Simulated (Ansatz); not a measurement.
TaO:

```
CELL_PARAMETERS angstrom
3.06611 0.00000 0.00000
-1.53306 2.65533 0.00000
0.00000 0.00000 3.85502
ATOMIC_POSITIONS crystal
Ta 0.00000 0.00000 0.50000
O 0.00000 0.00000 0.00000
```

The cell was built by a generator and needn't be a form met in nature.

Program: Ansatz 0.2.0. Alike in all runs: potentials or basis Ansatz PAW; no spin polarisation; cell as given; k mesh 5 × 5 × 4; cutoff (eV) 420; smearing fermi-dirac 0.05 eV; the mesh is coarse, so values aren't converged. Hardware: 1 × NVIDIA H100 80GB HBM3 with 2 threads of AMD EPYC 7R13 Processor (Zen 3), on a shared host.

Order these runs on this cell by their wall time, lowest first.
A. task band structure; level HSEsol; points for each segment of the path 4
B. task band structure; level HSE06; points for each segment of the path 4
C. task single point; level B3LYP

C (13 s), B (30 s), A (110 s).

Caveats: all runs use coarse meshes; an odd number of electrons without spin polarisation forces a metal; a magnetic or distorted state may lie lower.
